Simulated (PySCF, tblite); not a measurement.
# C5H3F3: geometry, infrared bands and NMR shifts

Wanted: the infrared bands and NMR shifts of C5H3F3 (`C#C/C(F)=C/C(F)F`), by calculation.

The runs use tblite 0.8.0 and PySCF 2.14.0, with density-fitted response routines of our own; the level of theory stands in each step. All values are computed, except where a source is named. Atoms are numbered from 0 throughout.

## (1) The molecule as given

11 atoms, charge 0, multiplicity 1; geometry from: force field or distance geometry start.

Bonds of the start (Å): C0–C1 1.21, C1–C2 1.41, C2–F3 1.34, C2–C4 1.34, C4–C5 1.48, C5–F6 1.35, C5–F7 1.35, C0–H8 1.06, C4–H9 1.09, C5–H10 1.09.

## (2) Geometry optimisation with GFN2-xTB

What the job is given:

```
{"job": {"kind": "relax", "xc": "GFN2-xTB", "basis": "xTB"}, "charge": 0, "multiplicity": 1}
C      3.053900     0.131700     0.211300
C      1.877200     0.102300     0.497800
C      0.518900     0.051200     0.864900
F      0.191200     0.125400     2.163600
C     -0.462100    -0.046300    -0.042100
C     -1.907700    -0.092300     0.287500
F     -2.456600    -1.231900    -0.196200
F     -2.552100     0.935000    -0.316800
H      4.083300     0.164100    -0.045300
H     -0.229500    -0.097500    -1.102000
H     -2.111000    -0.039200     1.361000
```

Started as:

```console
OMP_NUM_THREADS=1 python probes_run.py task.json out
```

This one command runs all jobs of the session in turn.

**Question.** This job is followed by: GFN2-xTB harmonic vibrations, gas phase; GIAO PBE0/pcSseg-1 NMR shielding, non-relativistic, gas phase. What will the session give for the following? strongest single infrared mode (GFN2-xTB); zero-point energy (GFN2-xTB); ¹³C shifts against TMS (PBE0/pcSseg-1); ¹H shifts against TMS (PBE0/pcSseg-1); ¹⁹F shifts against CFCl3 (PBE0/pcSseg-1, means over atoms taken as alike); surface potential, 1st and 99th percentile.

**Answer**, as computed:

| quantity | value |
| --- | --- |
| strongest single infrared mode (GFN2-xTB) | 998 cm⁻¹, 230 km/mol |
| zero-point energy (GFN2-xTB) | 40.1 kcal/mol |
| ¹³C shifts against TMS (PBE0/pcSseg-1) | 154.5, 122.2, 115.9, 94.1, 79.2 ppm |
| ¹H shifts against TMS (PBE0/pcSseg-1) | 7.01, 5.82, 3.00 ppm |
| ¹⁹F shifts against CFCl3 (PBE0/pcSseg-1, means over atoms taken as alike) | -108.0, -130.5 ppm |
| surface potential, 1st and 99th percentile | -0.84 V and 1.90 V |

The optimisation took 32 steps and gained 0.037 eV; among the close pairs (by a distance rule), C0–H8 changed most, from 1.061 to 1.050 Å. All 27 modes are real, so the xTB geometry is a minimum. The strongest single mode, at 998 cm⁻¹, moves mainly C5. Unscaled tight-binding wavenumbers are off by several per cent, some by more. Its intensities can rank the bands wrongly. H10 (hydrogen on an allylic sp3 CH bonded to 2 F) lies farthest downfield among hydrogen, at 7.01 ppm; its carbon carries F, hence the downfield position. At PBE0/pcSseg-1: Shielding is most anisotropic at C1 (span 288 ppm, paramagnetic term -146 ppm). By nearest atom (PBE0/pcSseg-1), the HOMO sits on C4 32 %; C0 23 % and the LUMO on C2, C4 about 23 % each; C0 19 %.
